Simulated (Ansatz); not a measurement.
Working through a single point in a Gaussian basis of C4H7B, SMILES BC1CC1=C

Program: the Ansatz DFT code, driven from Python.

Notebook, run cell by cell (the value of a cell's last expression is shown):

**Cell 1**
```python
import ansatz as az
import numpy as np

system = (
    az.Crystal.molecule()
    .atom("B", (1.7234, 0.4554, -0.4539))
    .atom("C", (0.6734, -0.6021, 0.1051))
    .atom("C", (-0.393, -0.9711, -0.7759))
    .atom("C", (-0.6983, 0.0365, 0.334))
    .atom("C", (-1.5238, 0.8444, 0.9919))
    .atom("H", (2.2733, 0.2574, -1.4806))
    .atom("H", (2.0242, 1.391, 0.2015))
    .atom("H", (0.9465, -1.3047, 0.9199))
    .atom("H", (-0.869, -1.9544, -0.5794))
    .atom("H", (-0.4365, -0.5005, -1.7823))
    .atom("H", (-2.559, 0.9312, 0.6815))
    .atom("H", (-1.161, 1.417, 1.8383))
)

calc = system.calculation()
calc = calc.basis(gaussian="cc-pVDZ")
calc = calc.functional("hf")
calc = calc.accuracy("high")
calc = calc.forces()
rep = calc.session().plan(threads=1).execute().report
```

**Cell 2**
```python
for key in ("converged", "free_energy_ev", "reference_energy_ev", "n_frozen", "n_occupied", "n_virtual"):
    print(f"{key:22s} {rep[key]}")

symbols = [site.symbol for site in system.cartesian_sites]
forces = np.array(rep["forces_ev_ang"])
print("largest force", round(float(np.linalg.norm(forces, axis=1).max()), 4), "eV/A, rms", round(float(np.sqrt((forces ** 2).mean())), 4))
```
Output:
```text
converged              True
free_energy_ev         -4901.511172302209
reference_energy_ev    -4901.511172302209
n_frozen               0
n_occupied             [18, 18]
n_virtual              [87, 87]
largest force 3.9304 eV/A, rms 1.0594
```

**Cell 3**
```python
charges = rep["charge_distribution"]
print("dipole moment", round(4.803205 * float(np.linalg.norm(charges["dipole_moment_e_ang"])), 3), "D")
print("Mulliken:", [(s, round(q, 3)) for s, q in zip(symbols, charges["mulliken_charges_e"])])
```
Output:
```text
dipole moment 0.612 D
Mulliken: [('B', 0.287), ('C', -0.147), ('C', 0.019), ('C', -0.243), ('C', -0.055), ('H', -0.071), ('H', -0.071), ('H', 0.061), ('H', 0.062), ('H', 0.06), ('H', 0.049), ('H', 0.049)]
```

Caveats:
- These settings explore the input space; basis and method may be short of convergence.
- The geometry is a force-field or estimated start, not a minimum of this method, and the basis set is short of its limit.
- Timing: 7.6 s on 1 thread of Arm Neoverse V2, with other jobs on the host, peak memory 0.42 GiB.
